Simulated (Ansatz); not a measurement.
# C2H5Si2, SMILES C#C[SiH2][SiH2]: a rigid scan of one bond length

Program: Ansatz 0.2.0 through its Python package.

Contents of `c2h5si2.xyz`:
```text
9

C    -2.15480   -1.23130   -0.68070
C    -1.08160   -0.91950   -0.22990
Si    0.53490   -0.44840    0.44870
Si    0.78690    1.76450    0.28770
H    -3.09730   -1.50490   -1.07660
H     0.61030   -0.84990    1.86120
H     1.59970   -1.11910   -0.31180
H     2.10060    2.14630    0.82660
H     0.70120    2.16230   -1.12520
```

Notebook, run cell by cell (the value of a cell's last expression is shown):

In [1]:
```python
import ansatz as az
import numpy as np
```

In [2]:
```python
molecule = az.Crystal.molecule_from_extxyz("c2h5si2.xyz")
```

In [3]:
```python
symbols = [site.symbol for site in molecule.cartesian_sites]
start = np.array([site.position_ang for site in molecule.cartesian_sites])
axis = (start[7] - start[3]) / np.linalg.norm(start[7] - start[3])
moving = [7]
lengths, energies = [1.294, 1.353, 1.412, 1.47, 1.529, 1.588, 1.647, 1.735], []
for length in lengths:
    xyz = start.copy()
    xyz[moving] += (length - np.linalg.norm(start[7] - start[3])) * axis
    point = az.Crystal.molecule()
    for symbol, place in zip(symbols, xyz):
        point = point.atom(symbol, place.tolist())
    model = (
        point.calculation()
        .basis(gaussian="cc-pVDZ")  # the orbital basis, by name
        .functional("hf")
        .spin("collinear", total=1)  # spin-polarised run
    )
    rep = model.run().report
    energies.append(rep["free_energy_ev"])
    print(f"r = {length:6.3f} A  E = {energies[-1]:.5f} eV  <S^2> = {abs(rep['mean_field']['state']['spin_squared']):.3f}")

# quartic fit about the minimum
fit = np.polynomial.Polynomial.fit(lengths, np.array(energies) - min(energies), 4).convert()
roots = [r.real for r in fit.deriv().roots() if abs(r.imag) < 1e-9 and fit.deriv(2)(r.real) > 0]
r_e = min(roots, key=lambda r: abs(r - lengths[int(np.argmin(energies))]))
print(f"minimum of the fit at {r_e:.4f} A, force constant {fit.deriv(2)(r_e):.2f} eV/A^2")
```
```text
r =  1.294 A  E = -17861.38518 eV  <S^2> = 0.758
r =  1.353 A  E = -17861.65192 eV  <S^2> = 0.758
r =  1.412 A  E = -17861.80473 eV  <S^2> = 0.757
r =  1.470 A  E = -17861.86711 eV  <S^2> = 0.757
r =  1.529 A  E = -17861.86018 eV  <S^2> = 0.757
r =  1.588 A  E = -17861.79775 eV  <S^2> = 0.757
r =  1.647 A  E = -17861.69239 eV  <S^2> = 0.757
r =  1.735 A  E = -17861.47698 eV  <S^2> = 0.757
minimum of the fit at 1.4922 A, force constant 18.58 eV/A^2
```

Total energies depend on the basis set; only differences at equal settings carry meaning. The rest of the molecule is held rigid at a force-field or estimated start geometry, and the basis set is modest; single-reference methods fail as a bond breaks. The run takes the species as open-shell (spin multiplicity 2), which needn't be its ground state. Hartree-Fock leaves correlation out, so bond, atomisation and ionisation energies come out well too low. Finished in 37 s on 1 thread of Arm Neoverse V1, on a shared host, peak memory 0.26 GiB.
